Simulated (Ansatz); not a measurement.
What does this script print? It uses Ansatz 0.2.0 through its Python package.

`ip_clge3h6.py`
```python
"""Vertical ionisation energy and electron affinity of ClGe3H6."""

import ansatz

BASIS_SET = "def2-SVPD"
XC = "r2SCAN"


def single_point(molecule, charge=0, unpaired=0):
    calc = (
        molecule.calculation()
        .basis(gaussian=BASIS_SET)
        .functional(XC)
        .scf(lower_state_search="light")
    )
    if charge:
        calc = calc.charge(charge)
    if unpaired:
        calc = calc.spin("collinear", total=unpaired)
    report = calc.run().report
    if report["published_state_doubts"]:
        print("  doubts:", report["published_state_doubts"])
    return report["free_energy_ev"]


def main() -> None:
    geometry_ang = [
        ("Cl", (3.7384, -0.7378, 0.044)),
        ("Ge", (1.8747, 0.3573, 0.1654)),
        ("Ge", (0.0656, -1.0777, -0.4618)),
        ("Ge", (-1.9899, 0.1357, -0.2939)),
        ("H", (1.9227, 1.5739, -0.794)),
        ("H", (1.657, 0.8522, 1.618)),
        ("H", (0.0233, -2.2979, 0.4928)),
        ("H", (-1.9423, 1.3599, -1.2434)),
        ("H", (-2.18, 0.6218, 1.1656)),
        ("H", (-3.1696, -0.7873, -0.6927)),
    ]
    geometry = ansatz.Crystal.molecule()
    for symbol, xyz in geometry_ang:
        geometry = geometry.atom(symbol, xyz)

    # total-energy differences at one geometry
    parent = single_point(geometry, 0, 1)
    cation = single_point(geometry, 1, 0)
    print(f"E(N)   = {parent:.5f} eV")
    print(f"E(N-1) = {cation:.5f} eV  (0 unpaired)")
    print(f"vertical ionisation energy {cation - parent:.3f} eV")
    anion = single_point(geometry, -1, 0)
    print(f"E(N+1) = {anion:.5f} eV  (0 unpaired)")
    print(f"vertical electron affinity {parent - anion:.3f} eV" + ("" if anion < parent else " (unbound in this basis)"))
    print(f"fundamental gap IP - EA = {cation + anion - 2 * parent:.3f} eV")


if __name__ == "__main__":
    main()
```

```console
$ python ip_clge3h6.py
E(N)   = -182149.54377 eV
E(N-1) = -182141.19520 eV  (0 unpaired)
vertical ionisation energy 8.349 eV
E(N+1) = -182151.31408 eV  (0 unpaired)
vertical electron affinity 1.770 eV
fundamental gap IP - EA = 6.578 eV
```

At this unrelaxed geometry removing an electron costs 8.35 eV and adding one releases 1.77 eV.

Reading the output:
- These settings explore the input space; basis and method may be short of convergence.
- The geometry is a force-field or estimated start, not a minimum of this method, and the basis set is short of its limit. All parts are taken at fixed geometry, without zero-point energy. At an unrelaxed start these energies can be a whole eV from those at the minimum, and a small affinity can change sign.
- The species is open-shell (spin multiplicity 2).
- Only the spin states typed were run; another state of an ion can lie lower, by up to an eV or two.
- Hardware and time: 2.9 min on 1 thread of Arm Neoverse N1, with other jobs on the host, peak memory 0.49 GiB.
